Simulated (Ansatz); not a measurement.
## LaBeO3, space group Pm-3m: a scan of one input key, step by step

Computed with Ansatz 0.2.0 through its Python package.

The cells in order, each with its output:

```python
import warnings

import ansatz
```

```python
warnings.simplefilter("ignore", ansatz.DeckWarning)
```

```python
cell = (
    ansatz.Lattice.of((3.707597, 0.0, 0.0), (0.0, 3.707597, 0.0), (0.0, 0.0, 3.707597))
    .atom("La", (0.0, 0.0, 0.0))
    .atom("Be", (0.5, 0.5, 0.5))
    .atom("O", (0.5, 0.5, 0.0))
    .atom("O", (0.5, 0.0, 0.5))
    .atom("O", (0.0, 0.5, 0.5))
)
```

```python
cell.resolved().tree()["lattice"]
```

    ((3.707597, 0.0, 0.0), (0.0, 3.707597, 0.0), (0.0, 0.0, 3.707597))

```python
calculation = (
    cell.calculation()
    .occupations("Gaussian")
    .functional("PBEsol")
    .kpoints(6, 6, 6)  # sampling of the Brillouin zone
    .band_table()  # levels at the mesh points
)
typed = calculation.input()
rows = []
for value in [0.0001, 1e-06, 1e-08]:
    edited = typed.set(ansatz.key.scf.convergence.dr2_threshold, value)
    summary = ansatz.Session.from_dict(edited).plan().execute().report
    rows.append((value, summary["free_energy_ev"], summary["n_iterations"], len(summary["eigenvalues_ev"][0]) if "eigenvalues_ev" in summary else 0))
print("  threshold eV            F eV      iterations    bands listed")
for row in rows:
    print(f"{str(row[0]):>14s}  {row[1]:14.5f}  {row[2]:14d}  {row[3]:14d}")
print(edited.to_yaml())
```

      threshold eV            F eV      iterations    bands listed
            0.0001     -7939.39001               6              21
             1e-06     -7939.39001               6              21
             1e-08     -7939.39001               7              21
    crystal:
      lattice:
        - [3.707597, 0.0, 0.0]
        - [0.0, 3.707597, 0.0]
        - [0.0, 0.0, 3.707597]
      atoms:
        - { symbol: La, position: [0.0, 0.0, 0.0] }
        - { symbol: Be, position: [0.5, 0.5, 0.5] }
        - { symbol: O, position: [0.5, 0.5, 0.0] }
        - { symbol: O, position: [0.5, 0.0, 0.5] }
        - { symbol: O, position: [0.0, 0.5, 0.5] }
    kpoints:
      mp_grid:
        grid: [6, 6, 6]
    hamiltonian:
      xc: pbesol
    scf:
      occupations:
        method: gaussian
      convergence:
        dr2_threshold: 1.0e-08
    output:
      eigenvalues: true

Absolute energies stand on the zero of these potentials, so only differences at equal settings mean something. A total without «per atom» is that of the whole cell that was run. The cell holds an odd number of electrons and is run without spin, so a magnetic state may lie lower. The mesh is modest for a metal, so energies can be off by several to tens of meV an atom and pressures by half a GPa or more; differences at equal mesh fare better. The structure comes from a database of computed cells and needn't be a stable or known phase. Run time: 4.3 s on 1 thread of Arm Neoverse V2 (shared host), peak memory 0.37 GiB.
